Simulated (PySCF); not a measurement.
# C2H5ClS2Si: the cost of one run

Programs: PySCF 2.14.0, with density-fitted response routines of our own. Each step states its level of theory. These are calculated values for one molecule in the gas phase, unless marked as measured. Atoms count from 0, in the outputs and in this text.

### Step 1. Starting geometry

11 atoms, charge 0, multiplicity 1; geometry from: GFN2-xTB.

Bonds of the start (Å): C0–C1 1.49, C1–S2 1.63, C1–S3 1.73, S3–Si4 2.20, Si4–Cl5 1.99, C0–H6 1.09, C0–H7 1.09, C0–H8 1.09, Si4–H9 1.45, Si4–H10 1.45.

### Step 2. Ultraviolet spectrum: PBE0/def2-SVPD

The job: settings as JSON, then the geometry in Å.

```
{"job": {"kind": "uv", "xc": "PBE0", "basis": "def2-SVPD", "nstates": 8, "ntriplets": 3}, "charge": 0, "multiplicity": 1}
C     -2.153495    -0.084821    -0.311081
C     -0.718175    -0.273916     0.033107
S     -0.207169    -1.492767     0.993755
S      0.355855     0.909293    -0.638221
Si     2.290944     0.278290     0.194724
Cl     2.376279     0.690761     2.141133
H     -2.699868    -1.015542    -0.176996
H     -2.262337     0.276238    -1.332073
H     -2.583485     0.666609     0.354054
H      2.453405    -1.118574    -0.148238
H      3.153470     1.167101    -0.566266
```

With the program's defaults for keys left out, this is: TDDFT PBE0/def2-SVPD, vertical, gas phase, core orbitals frozen in the response.

Run with:

```
> OMP_NUM_THREADS=1 python probes_run.py task.json out
```

This one command runs all jobs of the session in turn.

Q: Estimate the wall time and peak memory of this job on 1 thread of Arm Neoverse N1, shared host.

About 42 s, with a peak of 0.7 GiB.
